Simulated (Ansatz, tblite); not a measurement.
**C45H35F3OS6: rung by rung**

The task here is to estimate one member of a computed series from the others.

The runs use Ansatz 0.2.0, Gaussian basis; as each input shows.

Plan: GFN1-xTB, GFN2-xTB, PBE-D4/def2-TZVP, r2SCAN-D4/def2-TZVP, LDA/def2-TZVP, PBE-D4/def2-SVP, PBE0-D4/def2-SVP, HF/6-31G, B3LYP-D4/6-31G, MP2/def2-SVP.

1 further run of the same task is left out (set aside as unsound or not needed).

### The structure

The singlet was relaxed beforehand with PBE-D4/def2-SVP.

SMILES `COc1ccc(-c2cc(C)c(-c3cc(C)c(-c4cc(C)c(-c5cc(C)c(-c6cc(C)c(-c7cc(C)c(-c8ccc(C(F)=C(F)F)cc8)s7)s6)s5)s4)s3)s2)cc1`, 90 atoms, charge 0, spin multiplicity 1.

Bond lengths: C1–O2 1.415 Å, C1–H56 1.114 Å, C1–H57 1.114 Å, C1–H58 1.106 Å, O2–C3 1.360 Å, C3–C4 1.412 Å, C3–C55 1.411 Å, C4–C5 1.392 Å, C4–H59 1.100 Å, C5–C6 1.419 Å, C5–H60 1.101 Å, C6–C7 1.461 Å, C6–C54 1.414 Å, C7–C8 1.392 Å, C7–S53 1.748 Å, C8–C9 1.421 Å, C8–H61 1.099 Å, C9–C10 1.502 Å and more. Angles: O2–C1–H56 111.9°, O2–C1–H57 111.9°, O2–C1–H58 106.5°, H56–C1–H57 108.6°, H56–C1–H58 108.9°, H57–C1–H58 108.9°, C1–O2–C3 118.4°, O2–C3–C4 116.2°, O2–C3–C55 124.7°, C4–C3–C55 119.1°, C3–C4–C5 120.4°, C3–C4–H59 118.3°, C5–C4–H59 121.3°, C4–C5–C6 121.6°, C4–C5–H60 118.9°, C6–C5–H60 119.5°, C5–C6–C7 121.8°, C5–C6–C54 117.2° and more.

PBE0-D4/def2-TZVP was run before; its log isn't repeated, and its numbers join the tables.

Set-up of the first run:

Tight binding, by tblite at 300 K electronic temperature and without a spin-polarisation term:

```python
tblite.interface.Calculator('GFN1-xTB', numbers, positions, charge=0, uhf=0).singlepoint()
```

Tight binding, by tblite at 300 K electronic temperature and without a spin-polarisation term:

```python
tblite.interface.Calculator('GFN2-xTB', numbers, positions, charge=0, uhf=0).singlepoint()
```

start.molden holds the orbitals of an earlier run on this state, given as this run's starting guess.

File in.yaml:

```yaml
crystal:
  periodic: [false, false, false]
  atoms:
    - {symbol: C, position_ang: [-16.987713, -2.579888, 1.576993]}
    - {symbol: O, position_ang: [-15.709888, -3.178456, 1.679574]}
    - {symbol: C, position_ang: [-14.618037, -2.431681, 1.364125]}
    - {symbol: C, position_ang: [-13.367138, -3.077819, 1.476861]}
    - {symbol: C, position_ang: [-12.192541, -2.395276, 1.172524]}
    - {symbol: C, position_ang: [-12.208109, -1.041046, 0.748335]}
    - {symbol: C, position_ang: [-10.978513, -0.321792, 0.425741]}
    - {symbol: C, position_ang: [-10.817106, 0.911681, -0.198900]}
    - {symbol: C, position_ang: [-9.468628, 1.330124, -0.363602]}
    - {symbol: C, position_ang: [-9.084240, 2.625184, -1.019788]}
    - {symbol: C, position_ang: [-8.559109, 0.388572, 0.150156]}
    - {symbol: C, position_ang: [-7.119708, 0.394112, 0.190998]}
    - {symbol: C, position_ang: [-6.271992, -0.597724, 0.692438]}
    - {symbol: C, position_ang: [-4.887791, -0.309321, 0.599429]}
    - {symbol: C, position_ang: [-3.818368, -1.247248, 1.080507]}
    - {symbol: C, position_ang: [-4.647928, 0.944829, 0.006566]}
    - {symbol: C, position_ang: [-3.415952, 1.626728, -0.288647]}
    - {symbol: C, position_ang: [-3.250738, 2.873411, -0.901900]}
    - {symbol: C, position_ang: [-1.906863, 3.288263, -1.070208]}
    - {symbol: C, position_ang: [-1.521366, 4.579216, -1.732836]}
    - {symbol: C, position_ang: [-0.996590, 2.337476, -0.572007]}
    - {symbol: C, position_ang: [0.443262, 2.352249, -0.571780]}
    - {symbol: C, position_ang: [1.336329, 3.414557, -0.739365]}
    - {symbol: C, position_ang: [2.708315, 3.054164, -0.672225]}
    - {symbol: C, position_ang: [3.824084, 4.048636, -0.821373]}
    - {symbol: C, position_ang: [2.887991, 1.678228, -0.441080]}
    - {symbol: C, position_ang: [4.086081, 0.895595, -0.293060]}
    - {symbol: C, position_ang: [4.186618, -0.467619, 0.000430]}
    - {symbol: C, position_ang: [5.509344, -0.970445, 0.072992]}
    - {symbol: C, position_ang: [5.826487, -2.406327, 0.377392]}
    - {symbol: C, position_ang: [6.468904, 0.030191, -0.168209]}
    - {symbol: C, position_ang: [7.908443, -0.028201, -0.185628]}
    - {symbol: C, position_ang: [8.807000, 1.030385, -0.345584]}
    - {symbol: C, position_ang: [10.178109, 0.660232, -0.341478]}
    - {symbol: C, position_ang: [11.285754, 1.672587, -0.452888]}
    - {symbol: C, position_ang: [10.350497, -0.722083, -0.169160]}
    - {symbol: C, position_ang: [11.567729, -1.525481, -0.079246]}
    - {symbol: C, position_ang: [11.603968, -2.715570, 0.691246]}
    - {symbol: C, position_ang: [12.754194, -3.498457, 0.773514]}
    - {symbol: C, position_ang: [13.939433, -3.127710, 0.091671]}
    - {symbol: C, position_ang: [15.112683, -3.986679, 0.226719]}
    - {symbol: F, position_ang: [14.950027, -5.099835, 0.982398]}
    - {symbol: C, position_ang: [16.354864, -3.825295, -0.297036]}
    - {symbol: F, position_ang: [17.344826, -4.679752, -0.103948]}
    - {symbol: F, position_ang: [16.722230, -2.802449, -1.059278]}
    - {symbol: C, position_ang: [13.912060, -1.944326, -0.686932]}
    - {symbol: C, position_ang: [12.754532, -1.170108, -0.771293]}
    - {symbol: S, position_ang: [8.800646, -1.527167, -0.023058]}
    - {symbol: S, position_ang: [5.693611, 1.571434, -0.487519]}
    - {symbol: S, position_ang: [1.336460, 0.860885, -0.337799]}
    - {symbol: S, position_ang: [-1.842204, 0.959506, 0.107348]}
    - {symbol: S, position_ang: [-6.159050, 1.731590, -0.415143]}
    - {symbol: S, position_ang: [-9.412956, -0.985337, 0.832365]}
    - {symbol: C, position_ang: [-13.469138, -0.410183, 0.646985]}
    - {symbol: C, position_ang: [-14.658949, -1.085469, 0.943746]}
    - {symbol: H, position_ang: [-17.209689, -2.249393, 0.537042]}
    - {symbol: H, position_ang: [-17.093147, -1.705192, 2.257941]}
    - {symbol: H, position_ang: [-17.721142, -3.353428, 1.871505]}
    - {symbol: H, position_ang: [-13.349516, -4.127871, 1.802594]}
    - {symbol: H, position_ang: [-11.231541, -2.927281, 1.253279]}
    - {symbol: H, position_ang: [-11.664862, 1.511512, -0.557983]}
    - {symbol: H, position_ang: [-8.434624, 2.463852, -1.906264]}
    - {symbol: H, position_ang: [-9.983793, 3.176075, -1.355824]}
    - {symbol: H, position_ang: [-8.520667, 3.288077, -0.328900]}
    - {symbol: H, position_ang: [-6.655757, -1.533295, 1.124475]}
    - {symbol: H, position_ang: [-3.130604, -1.545143, 0.260863]}
    - {symbol: H, position_ang: [-4.265045, -2.169302, 1.499091]}
    - {symbol: H, position_ang: [-3.189535, -0.786296, 1.871565]}
    - {symbol: H, position_ang: [-4.105232, 3.477713, -1.239851]}
    - {symbol: H, position_ang: [-2.390433, 5.030387, -2.250069]}
    - {symbol: H, position_ang: [-0.714151, 4.428701, -2.479178]}
    - {symbol: H, position_ang: [-1.149442, 5.325691, -0.997829]}
    - {symbol: H, position_ang: [1.011311, 4.452845, -0.874530]}
    - {symbol: H, position_ang: [4.462510, 3.823985, -1.702677]}
    - {symbol: H, position_ang: [4.494521, 4.054796, 0.064233]}
    - {symbol: H, position_ang: [3.421991, 5.072225, -0.949792]}
    - {symbol: H, position_ang: [3.301340, -1.098494, 0.166628]}
    - {symbol: H, position_ang: [6.340323, -2.904420, -0.472098]}
    - {symbol: H, position_ang: [6.498362, -2.503132, 1.256294]}
    - {symbol: H, position_ang: [4.901379, -2.975060, 0.591798]}
    - {symbol: H, position_ang: [8.472562, 2.073230, -0.447132]}
    - {symbol: H, position_ang: [12.161949, 1.396042, 0.165698]}
    - {symbol: H, position_ang: [11.643741, 1.783860, -1.499179]}
    - {symbol: H, position_ang: [10.934082, 2.670125, -0.124562]}
    - {symbol: H, position_ang: [10.707919, -3.019196, 1.254408]}
    - {symbol: H, position_ang: [12.749996, -4.411385, 1.384076]}
    - {symbol: H, position_ang: [14.801262, -1.630415, -1.248181]}
    - {symbol: H, position_ang: [12.762329, -0.285066, -1.420347]}
    - {symbol: H, position_ang: [-13.526863, 0.644382, 0.340425]}
    - {symbol: H, position_ang: [-15.613411, -0.550150, 0.852405]}
basis:
  gaussian: {orbitals: def2-TZVP, fitting: {mean_field: def2-universal-jkfit}, initial_orbitals: start.molden}
hamiltonian: {xc: pbe, dispersion: d4}
scf: {omitted_lower_state_checks: [starts]}
output: {orbitals: {seedname: orbitals}}
```

Command:

```sh
ansatz run in.yaml --threads 11 --pin off --events-out ev --progress --plain --max-ram 174080MiB --backend cuda --devices 0, --max-vram 75GiB
```

Steps of the session up to this table: PBE-D4/def2-TZVP; r2SCAN-D4/def2-TZVP; LDA/def2-TZVP; PBE-D4/def2-SVP; PBE0-D4/def2-SVP; HF/6-31G; B3LYP-D4/6-31G; MP2/def2-SVP.

One of the session's tables, all rows but one given; the rest of the session is left out.

It belongs to the step «Binding energy». 

| level | binding an atom (eV) |
| --- | --- |
| HF/6-31G | 3.298 |
| HF/def2-SVP | 3.646 |
| LDA/def2-TZVP | 5.849 |
| PBE-D4/def2-SVP | 5.288 |
| PBE-D4/def2-TZVP | 5.211 |
| r2SCAN-D4/def2-TZVP | 5.034 |
| B3LYP-D4/6-31G | 4.818 |
| PBE0-D4/def2-SVP | 5.159 |
| PBE0-D4/def2-TZVP | ? |
| MP2/def2-SVP | 4.930 |

Estimate the missing values for PBE0-D4/def2-TZVP.

As computed: binding an atom (eV): 5.083. In the column «binding an atom (eV)» it lies between r2SCAN-D4/def2-TZVP (5.034) and PBE0-D4/def2-SVP (5.159).

Limits of these values: Free atoms were run apart at each level; binding is atoms less cluster, divided by the number of atoms, without zero-point or spin-orbit terms.
